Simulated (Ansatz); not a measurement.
**ZnInGaO4: further runs on the relaxed cell**

The task here is to estimate one member of a computed series from the others.

Method: DFT PBEsol, scalar-relativistic, plane waves, PAW, in Ansatz 0.2.0.

1 further run of the same task is left out (set aside as unsound or not needed).

## The starting structure

The structure is trigonal, space group R3m (No. 160). Conventional cell: a = 3.315 Å, b = 3.315 Å, c = 25.749 Å, α = 90.00°, β = 90.00°, γ = 120.00°. Around Zn (site symmetry 3m) lie 4 O at 1.97 to 1.99 Å. Around In (site symmetry 3m) lie 6 O at 2.19 Å. Around Ga (site symmetry 3m) lie 5 O at 1.91 to 1.97 Å. O (site symmetry 3m) is surrounded by 1 Zn at 1.97 Å and 3 In at 2.19 Å. Around O (site symmetry 3m) lie 1 Ga at 1.95 Å and 3 In at 2.19 Å. O (site symmetry 3m) is surrounded by 3 Ga at 1.91 Å. Around O (site symmetry 3m) lie 1 Ga at 1.97 Å and 3 Zn at 1.99 Å.

Coordinates:

```cif
data_structure
_symmetry_space_group_name_H-M 'R3m:H'
_symmetry_Int_Tables_number 160
_cell_length_a 3.3149
_cell_length_b 3.3149
_cell_length_c 25.7488
_cell_angle_alpha 90.000
_cell_angle_beta 90.000
_cell_angle_gamma 120.000
_cell_volume 245.04
loop_
_atom_site_label
_atom_site_type_symbol
_atom_site_symmetry_multiplicity
_atom_site_Wyckoff_symbol
_atom_site_fract_x
_atom_site_fract_y
_atom_site_fract_z
_atom_site_occupancy
Zn1 Zn 3 a 0.66667 0.33333 0.11465 1
In1 In 3 a 0.66667 0.33333 0.33040 1
Ga1 Ga 3 a 0.00000 0.00000 0.21286 1
O1 O 3 a 0.66667 0.33333 0.03824 1
O2 O 3 a 0.00000 0.00000 0.28876 1
O3 O 3 a 0.66667 0.33333 0.21216 1
O4 O 3 a 0.00000 0.00000 0.13626 1
```

It goes back to an entry of the Materials Project, which need not be the stable form.

This cell was relaxed beforehand with the same method: volume 11.67 Å³/atom, gap on the mesh 1.17 eV.

The first run:

Contents of input.yaml:

```yaml
crystal:
  lattice:
    - [1.6407129539, 0.9472660656, 8.496247129]
    - [-1.6407129539, 0.9472660656, 8.496247129]
    - [0.0, -1.8945321312, 8.496247129]
  atoms:
    - { symbol: Zn, position: [0.2186856062, 0.2186856062, 0.2186856062] }
    - { symbol: In, position: [0.0029372039, 0.0029372039, 0.0029372039] }
    - { symbol: Ga, position: [0.7871363314, 0.7871363314, 0.7871363314] }
    - { symbol: O, position: [0.2950896919, 0.2950896919, 0.2950896919] }
    - { symbol: O, position: [0.7112393127, 0.7112393127, 0.7112393127] }
    - { symbol: O, position: [0.1211766817, 0.1211766817, 0.1211766817] }
    - { symbol: O, position: [0.8637361722, 0.8637361722, 0.8637361722] }
basis:
  ecutwfc: 420
kpoints:
  mp_grid: { grid: [12, 12, 12] }
hamiltonian:
  xc: pbesol
scf:
  occupations: { method: gaussian, width: 0.02 }
output:
  forces: true
  stress: true
  eigenvalues: true
relax:
  adjacent_minimum: "off"
  f_tol: 0.01
  max_steps: 30
  cell: { stress_tol: 0.1, fix: [volume] }
```

Command:

```
ansatz run input.yaml --threads 2 --pin off --max-ram 5120MiB --backend cpu --events-out ev --progress --plain --runs-dir out
```

Among the steps run: Point at V/V0 = 0.97; Point at V/V0 = 1.03; Volume × 0.94; Volume × 1.06; Point at V/V0 = 0.91; Volume × 1.10; The cell scaled to 0.88 of its volume.

One of the session's tables, all rows but one given; the rest of the session is left out.

It belongs to the step «Energy against volume». 

```
volume (Å³/atom)  energy above the lowest point (meV/atom)  pressure (GPa)  gap on the mesh (eV)
          10.268                                     113.7           29.24                  1.68
          10.618                                      60.2           20.01                  1.54
          10.968                                         ?               ?                     ?
          11.318                                       6.0            5.60                  1.29
          11.668                                       0.0            0.01                  1.17
          12.019                                       5.3           -4.74                  1.06
          12.369                                      20.1           -8.74                  0.96
          12.835                                      52.2          -13.13                  0.83
```

Q: Estimate the row for volume (Å³/atom) = 10.968 from the others.

Worked estimate for «energy above the lowest point (meV/atom)». A straight line through the neighbours (10.618, 60.2) and (11.318, 6.0) gives 60.2 + (6.0 − 60.2) × (10.968 − 10.618) / (11.318 − 10.618) = 33.1; a parabola fitted to 4 rows on both sides gives 25.2.

As computed: energy above the lowest point (meV/atom): 25.2; pressure (GPa): 12.21; gap on the mesh (eV): 1.41. In «energy above the lowest point (meV/atom)» the line misses by +7.9 and the parabola by 0.0.
